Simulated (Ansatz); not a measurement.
# F2InO: the cost of one run

All numbers are computed with the Python package of Ansatz 0.2.0. Level of theory: B3LYP/def2-SVPD.

## Step 1: Starting point

Bond lengths: O1–In2 2.116 Å, In2–F3 2.161 Å, In2–F4 1.776 Å. Angles: O1–In2–F3 92.5°, O1–In2–F4 121.1°, F3–In2–F4 146.4°.

The script reads f2ino.xyz:

```xyz
4

O    -0.85900   -0.14070    1.61670
In    0.01370    0.12600   -0.29200
F     1.45840   -1.44440    0.04660
F    -0.55760    1.39880   -1.39160
```

## Step 2: Script

The input, f2ino.py:

```python
"""Energy to split F2InO into its atoms."""

from collections import Counter

import ansatz


def energy(molecule, charge=0, unpaired=0):
    calc = molecule.calculation().basis(gaussian="def2-SVPD").functional("b3lyp")
    if charge:
        calc = calc.charge(charge)
    if unpaired:
        calc = calc.spin("collinear", total=unpaired)
    return calc.run().report["free_energy_ev"]

mol = ansatz.Crystal.molecule_from_extxyz("f2ino.xyz")

# unpaired electrons of the ground-state atoms
unpaired = {"O": 2, "In": 1, "F": 1}
counts = Counter(site.symbol for site in mol.cartesian_sites)
atom_energy = {s: energy(ansatz.Crystal.molecule().atom(s, (0, 0, 0)), 0, unpaired[s]) for s in counts}
whole = energy(mol, 0, 1)
for s, e in atom_energy.items():
    print(f"{s:2s} x{counts[s]}  {e:14.5f} eV")
print(f"F2InO: {whole:.5f} eV")
split = sum(counts[s] * e for s, e in atom_energy.items()) - whole
print(f"atomisation energy (no zero-point term): {96.485332 * split:.1f} kJ/mol, {split / sum(counts.values()):.3f} eV an atom")
```

## Step 3: The calls as engine input

The package turns the script's settings into the engine's input (first run):

```yaml
crystal:
  periodic: [false, false, false]
  atoms:
    - { symbol: O, position_ang: [0.0, 0.0, 0.0] }
basis:
  gaussian:
    orbitals: def2-SVPD
hamiltonian:
  xc: b3lyp
magnetization:
  spin_polarized: true
  initial_magnetization: 2.0
```

## Step 4: Running it

Run with:

```
python f2ino.py
```

What time and memory should one allow on 1 thread of Arm Neoverse V1, shared host?

About 17 s, with a peak of 0.42 GiB.
